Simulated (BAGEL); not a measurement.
# singlet CH3F2Si− at 6 levels

Wanted: a comparison of 6 runs (HF/STO-3G, HF/3-21G, B3LYP/6-31G*, B3LYP/6-311+G**, PBE0/6-311+G**, RI-MP2/6-311+G**) of singlet CH3F2Si−. 

The calculation is run with BAGEL 1.2.2.

## (1) The molecule

The species is CH3F2Si− (7 atoms), meant as a singlet with charge -1. SMILES of the parent species: `C[Si](F)F`. Geometry: relaxed at PBE0-D4/def2-TZVP. That shape belongs to the parent species and isn't relaxed for this state.

Bond lengths: C1–Si2 1.860 Å, Si2–F3 1.598 Å, Si2–F4 1.598 Å, C1–H5 1.091 Å, C1–H6 1.091 Å, C1–H7 1.094 Å. Angles: C1–Si2–F3 108.7°, C1–Si2–F4 108.7°, F3–Si2–F4 106.1°, Si2–C1–H5 110.5°, Si2–C1–H6 110.5°, Si2–C1–H7 108.7°, H5–C1–H6 109.0°, H5–C1–H7 109.0°, H6–C1–H7 109.0°.

## (2) A single-point energy at HF/STO-3G (density fitting with qzvpp-jkfit) (run 1)

The input, hf.json:

```json
{ "bagel": [

{
  "title": "molecule",
  "basis": "sto-3g",
  "df_basis": "qzvpp-jkfit",
  "angstrom": true,
  "geometry": [
    { "atom": "C", "xyz": [   -0.274200,    0.729000,   -0.218000 ] },
    { "atom": "Si", "xyz": [    0.785100,   -0.790400,   -0.045500 ] },
    { "atom": "F", "xyz": [    1.077400,   -1.037600,    1.505800 ] },
    { "atom": "F", "xyz": [   -0.050900,   -2.056800,   -0.546000 ] },
    { "atom": "H", "xyz": [   -0.539200,    0.893800,   -1.263500 ] },
    { "atom": "H", "xyz": [    0.252700,    1.607700,    0.157300 ] },
    { "atom": "H", "xyz": [   -1.189800,    0.586300,    0.364200 ] }
  ]
},
{ "title": "hf", "charge": -1 },
{ "title": "print", "file": "orbitals.molden", "orbitals": true }

]}
```

The run is started by

```bash
$ BAGEL_NUM_THREADS=1 BAGEL hf.json > hf.out
```

What it wrote:

```text
* using 1 threads per process

  ===============================================================
  ===============================================================

  *** Geometry ***

  { "atom" : "C", "xyz" : [     -0.518163,      1.377610,     -0.411960 ] },
  { "atom" : "Si", "xyz" : [      1.483624,     -1.493640,     -0.085983 ] },
  { "atom" : "F", "xyz" : [      2.035991,     -1.960780,      2.845550 ] },
  { "atom" : "F", "xyz" : [     -0.096187,     -3.886789,     -1.031790 ] },
  { "atom" : "H", "xyz" : [     -1.018940,      1.689037,     -2.387669 ] },
  { "atom" : "H", "xyz" : [      0.477534,      3.038113,      0.297254 ] },
  { "atom" : "H", "xyz" : [     -2.248396,      1.107946,      0.688238 ] },

  Number of auxiliary basis functions:      411

  Since a DF basis is specified, we compute 2- and 3-index integrals:
    o Being stored without compression. Storage requirement is 0.002 GB

  Number of basis functions:       27
  Number of electrons      :       41

    * METHOD: MOLECULE                             0.29

  *** RHF ***

  === Nuclear Repulsion ===
   171.9028326721

      * DIIS with orbital gradients will be used.

  === RHF iteration (sto-3g) ===
      0       -520.57743880          0.01295063           0.03
      1       -520.63869630          0.00270888           0.03
      2       -520.64231919          0.00084336           0.03
      3       -520.64283070          0.00015896           0.03
      4       -520.64285322          0.00004879           0.03
      5       -520.64285496          0.00001137           0.03
      6       -520.64285508          0.00000258           0.03
      7       -520.64285509          0.00000042           0.03
      8       -520.64285509          0.00000009           0.03
      9       -520.64285509          0.00000002           0.02
     10       -520.64285509          0.00000000           0.03
    * SCF iteration converged.

    * Permanent dipole moment:
           (    0.533544,    -0.115501,    -0.235863) a.u.

    * METHOD: HF                                   0.51

    * METHOD: PRINT                                0.00

  ===============================================================
```

Run time: 1.3 s. Hardware: 1 thread of Intel Xeon at 2.50GHz (Skylake/Cascade Lake), shared host.

## (3) A single-point energy at HF/3-21G (density fitting with qzvpp-jkfit) (run 2)

The input, hf.json:

```json
{ "bagel" : [

{
  "title" : "molecule",
  "basis" : "3-21g",
  "df_basis" : "qzvpp-jkfit",
  "angstrom" : true,
  "geometry" : [
    { "atom" : "C", "xyz" : [      -0.274200,       0.729000,      -0.218000 ] },
    { "atom" : "Si", "xyz" : [       0.785100,      -0.790400,      -0.045500 ] },
    { "atom" : "F", "xyz" : [       1.077400,      -1.037600,       1.505800 ] },
    { "atom" : "F", "xyz" : [      -0.050900,      -2.056800,      -0.546000 ] },
    { "atom" : "H", "xyz" : [      -0.539200,       0.893800,      -1.263500 ] },
    { "atom" : "H", "xyz" : [       0.252700,       1.607700,       0.157300 ] },
    { "atom" : "H", "xyz" : [      -1.189800,       0.586300,       0.364200 ] }
  ]
},

{
  "title" : "hf",
  "charge" : -1
},

{
  "title" : "print",
  "file" : "orbitals.molden",
  "orbitals" : true
}

]}
```

The run is started by

```bash
$ BAGEL_NUM_THREADS=1 BAGEL hf.json > hf.out
```

What it wrote:

```text
* using 1 threads per process

  ===============================================================
  ===============================================================

  *** Geometry ***

  { "atom" : "C", "xyz" : [     -0.518163,      1.377610,     -0.411960 ] },
  { "atom" : "Si", "xyz" : [      1.483624,     -1.493640,     -0.085983 ] },
  { "atom" : "F", "xyz" : [      2.035991,     -1.960780,      2.845550 ] },
  { "atom" : "F", "xyz" : [     -0.096187,     -3.886789,     -1.031790 ] },
  { "atom" : "H", "xyz" : [     -1.018940,      1.689037,     -2.387669 ] },
  { "atom" : "H", "xyz" : [      0.477534,      3.038113,      0.297254 ] },
  { "atom" : "H", "xyz" : [     -2.248396,      1.107946,      0.688238 ] },

  Number of auxiliary basis functions:      411

  Since a DF basis is specified, we compute 2- and 3-index integrals:
    o Being stored without compression. Storage requirement is 0.007 GB

  Number of basis functions:       46
  Number of electrons      :       41

    * METHOD: MOLECULE                             0.30

  *** RHF ***

  === Nuclear Repulsion ===
   171.9028326721

      * DIIS with orbital gradients will be used.

  === RHF iteration (3-21g) ===
      0       -524.50213211          0.03161135           0.06
      1       -524.64223832          0.01604566           0.05
      2       -524.68053645          0.00136810           0.06
      3       -524.68177743          0.00051039           0.06
      4       -524.68193630          0.00016786           0.06
      5       -524.68196390          0.00003189           0.06
      6       -524.68196490          0.00000744           0.04
      7       -524.68196494          0.00000163           0.04
      8       -524.68196495          0.00000057           0.04
      9       -524.68196495          0.00000014           0.04
     10       -524.68196495          0.00000004           0.05
     11       -524.68196495          0.00000001           0.05
     12       -524.68196495          0.00000000           0.05
    * SCF iteration converged.

    * Permanent dipole moment:
           (    1.150888,    -0.462082,    -0.403431) a.u.

    * METHOD: HF                                   0.92

    * METHOD: PRINT                                0.01

  ===============================================================
```

Run time: 1.9 s. Hardware: 1 thread of Intel Xeon at 2.50GHz (Skylake/Cascade Lake), shared host.

## (4) The energy at B3LYP/6-31G(d) (density fitting with qzvpp-jkfit, spherical functions) (run 3)

The input, calc.json:

```json
{ "bagel": [

{
  "title": "molecule",
  "basis": "6-31gs.json",
  "df_basis": "qzvpp-jkfit",
  "angstrom": true,
  "geometry": [
    { "atom": "C", "xyz": [      -0.274200,       0.729000,      -0.218000 ] },
    { "atom": "Si", "xyz": [       0.785100,      -0.790400,      -0.045500 ] },
    { "atom": "F", "xyz": [       1.077400,      -1.037600,       1.505800 ] },
    { "atom": "F", "xyz": [      -0.050900,      -2.056800,      -0.546000 ] },
    { "atom": "H", "xyz": [      -0.539200,       0.893800,      -1.263500 ] },
    { "atom": "H", "xyz": [       0.252700,       1.607700,       0.157300 ] },
    { "atom": "H", "xyz": [      -1.189800,       0.586300,       0.364200 ] }
  ]
},

{
  "title": "ks",
  "xc_func": "b3lyp",
  "charge": -1
},

{
  "title": "print",
  "file": "orbitals.molden",
  "orbitals": true
}

]}
```

The basis set 6-31G* is read from a file made from the Basis Set Exchange's data (not shown).

The run is started by

```bash
$ BAGEL_NUM_THREADS=1 BAGEL calc.json > calc.out
```

What it wrote:

```text
* using 1 threads per process

  ===============================================================
  ===============================================================

  *** Geometry ***

  { "atom" : "C", "xyz" : [     -0.518163,      1.377610,     -0.411960 ] },
  { "atom" : "Si", "xyz" : [      1.483624,     -1.493640,     -0.085983 ] },
  { "atom" : "F", "xyz" : [      2.035991,     -1.960780,      2.845550 ] },
  { "atom" : "F", "xyz" : [     -0.096187,     -3.886789,     -1.031790 ] },
  { "atom" : "H", "xyz" : [     -1.018940,      1.689037,     -2.387669 ] },
  { "atom" : "H", "xyz" : [      0.477534,      3.038113,      0.297254 ] },
  { "atom" : "H", "xyz" : [     -2.248396,      1.107946,      0.688238 ] },

  Number of auxiliary basis functions:      411

  Since a DF basis is specified, we compute 2- and 3-index integrals:
    o Being stored without compression. Storage requirement is 0.014 GB

  Number of basis functions:       66
  Number of electrons      :       41

    * METHOD: MOLECULE                             0.42

  *** Kohn-Sham DFT ***

    * Removing 12158 points whose weight is below 1.00e-10
    * Grid points: 92184

  === Nuclear Repulsion ===
   171.9028326721

       - DIIS with orbital gradients will be used.

  === KS iteration (b3lyp / 6-31gs.json) ===
      0       -494.04862099          0.14057880           0.58
      1       -427.80986558          0.17907271           0.58
      2       -443.39832664          0.18800439           0.53
      3       -513.42699680          0.12223469           0.57
      4       -527.70647111          0.05647934           0.53
      5       -527.90720940          0.05998034           0.51
      6       -528.60293848          0.03753616           0.53
      7       -529.11048024          0.01275458           0.51
      8       -529.16006454          0.00437855           0.53
      9       -529.16708161          0.00063650           0.53
     10       -529.16720524          0.00013270           0.52
     11       -529.16721133          0.00003644           0.53
     12       -529.16721180          0.00001468           0.49
     13       -529.16721187          0.00000183           0.51
     14       -529.16721187          0.00000120           0.50
     15       -529.16721187          0.00000026           0.49
     16       -529.16721187          0.00000015           0.48
     17       -529.16721187          0.00000002           0.49
     18       -529.16721187          0.00000001           0.51
     19       -529.16721187          0.00000000           0.66
    * SCF iteration converged.

    * Permanent dipole moment:
           (    1.246367,    -0.285529,    -0.543621) a.u.

    * METHOD: KS                                  11.71

    * METHOD: PRINT                                0.01

  ===============================================================
```

Wall time 13 s (1 thread of Intel Xeon at 2.50GHz (Skylake/Cascade Lake), shared host); peak memory 0.31 GiB.

Runs 4 to 5 aren't shown in full; the table further down has their settings and results.

## (5) A single-point energy at RI-MP2/6-311+G(d,p) (density fitting with qzvpp-jkfit) (run 6)

The input, job.json:

```json
{ "bagel": [

{
  "title": "molecule",
  "basis": "6-311+gss.json",
  "df_basis": "qzvpp-jkfit",
  "angstrom": true,
  "geometry": [
    { "atom": "C", "xyz": [      -0.274200,       0.729000,      -0.218000 ] },
    { "atom": "Si", "xyz": [       0.785100,      -0.790400,      -0.045500 ] },
    { "atom": "F", "xyz": [       1.077400,      -1.037600,       1.505800 ] },
    { "atom": "F", "xyz": [      -0.050900,      -2.056800,      -0.546000 ] },
    { "atom": "H", "xyz": [      -0.539200,       0.893800,      -1.263500 ] },
    { "atom": "H", "xyz": [       0.252700,       1.607700,       0.157300 ] },
    { "atom": "H", "xyz": [      -1.189800,       0.586300,       0.364200 ] }
  ]
},

{
  "title": "hf",
  "charge": -1
},

{
  "title": "mp2",
  "charge": -1,
  "ncore": 8
}

]}
```

The basis set 6-311+G** is read from a file made from the Basis Set Exchange's data (not shown).

The run is started by

```bash
$ BAGEL_NUM_THREADS=1 BAGEL job.json > job.out
```

What it wrote:

```text
* using 1 threads per process

  ===============================================================
  ===============================================================

  *** Geometry ***

  { "atom" : "C", "xyz" : [     -0.518163,      1.377610,     -0.411960 ] },
  { "atom" : "Si", "xyz" : [      1.483624,     -1.493640,     -0.085983 ] },
  { "atom" : "F", "xyz" : [      2.035991,     -1.960780,      2.845550 ] },
  { "atom" : "F", "xyz" : [     -0.096187,     -3.886789,     -1.031790 ] },
  { "atom" : "H", "xyz" : [     -1.018940,      1.689037,     -2.387669 ] },
  { "atom" : "H", "xyz" : [      0.477534,      3.038113,      0.297254 ] },
  { "atom" : "H", "xyz" : [     -2.248396,      1.107946,      0.688238 ] },

  Number of auxiliary basis functions:      411

  Since a DF basis is specified, we compute 2- and 3-index integrals:
    o Being stored without compression. Storage requirement is 0.043 GB

  Number of basis functions:      114
  Number of electrons      :       41

    * METHOD: MOLECULE                             0.64

  *** RHF ***

  === Nuclear Repulsion ===
   171.9028326721

      * DIIS with orbital gradients will be used.

  === RHF iteration (6-311+gss.json) ===
      0       -527.05224821          0.03419522           0.26
      1       -527.38257863          0.02381912           0.15
      2       -527.58455392          0.00241316           0.20
      3       -527.58975160          0.00107892           0.15
      4       -527.59097785          0.00025290           0.15
      5       -527.59112160          0.00005861           0.14
      6       -527.59112974          0.00001267           0.17
      7       -527.59113008          0.00000353           0.19
      8       -527.59113011          0.00000140           0.20
      9       -527.59113011          0.00000048           0.23
     10       -527.59113011          0.00000019           0.25
     11       -527.59113011          0.00000006           0.22
     12       -527.59113011          0.00000003           0.17
     13       -527.59113011          0.00000001           0.15
     14       -527.59113011          0.00000000           0.19
    * SCF iteration converged.

    * Permanent dipole moment:
           (    1.635578,    -0.383957,    -0.709022) a.u.

    * METHOD: HF                                   3.34

  *** RHF ***

  === Nuclear Repulsion ===
   171.9028326721

      * DIIS with orbital gradients will be used.

  === RHF iteration (6-311+gss.json) ===
      0       -527.59113011          0.00000000           0.25
    * SCF iteration converged.

    * Permanent dipole moment:
           (    1.635579,    -0.383957,    -0.709022) a.u.

  === DF-MP2 calculation ===

    * freezing 8 orbitals
    * 3-index integral transformation done
    * assembly done

      MP2 correlation energy:   -0.6722497691      0.20

      MP2 total energy:       -528.2633798789

    * METHOD: MP2                                  0.75

  ===============================================================
```

Run time: 5.4 s. Hardware: 1 thread of Intel Xeon at 2.50GHz (Skylake/Cascade Lake), shared host.

## (6) The series

```tsv
run	level	frozen core orbitals	energy (Eh)	HOMO energy (eV)	LUMO energy (eV)	HOMO–LUMO gap (eV)	wall time
1	HF/STO-3G (density fitting with qzvpp-jkfit)	–	-520.642855	4.82	23.06	18.24	1.3 s
2	HF/3-21G (density fitting with qzvpp-jkfit)	–	-524.681965	-0.19	11.89	12.08	1.9 s
3	B3LYP/6-31G* (density fitting with qzvpp-jkfit, spherical functions)	–	-529.167212	2.37	7.36	4.99	13 s
4	B3LYP/6-311+G** (density fitting with qzvpp-jkfit)	–	-529.315375	0.86	3.49	2.63	30 s
5	PBE0/6-311+G** (density fitting with qzvpp-jkfit)	–	-528.922249	0.79	3.69	2.90	29 s
6	RI-MP2/6-311+G** (density fitting with qzvpp-jkfit)	8	-528.263380	–	–	–	5.4 s
```

## (7) What came out

| quantity | value |
| --- | --- |
| run 6: total energy | -528.26338 Eh |
| run 6: correlation energy (8 core orbitals frozen) | -672.2 mEh |

**Reading.** Over runs 1, 2, 3, 4, 5 the HOMO–LUMO gap runs from 2.63 eV (B3LYP/6-311+G**) to 18.24 eV (HF/STO-3G). The two ends differ in method and basis. The empty levels of an anion lie above zero and hang on the basis. Totals of different functionals can't be ranked against each other. In runs 1, 3, 4, 5 the HOMO lies above zero, so the outermost electron may be held by the basis alone. In run 1 the basis is minimal, so the values are rough. All runs together took 80 s, the longest 30 s.
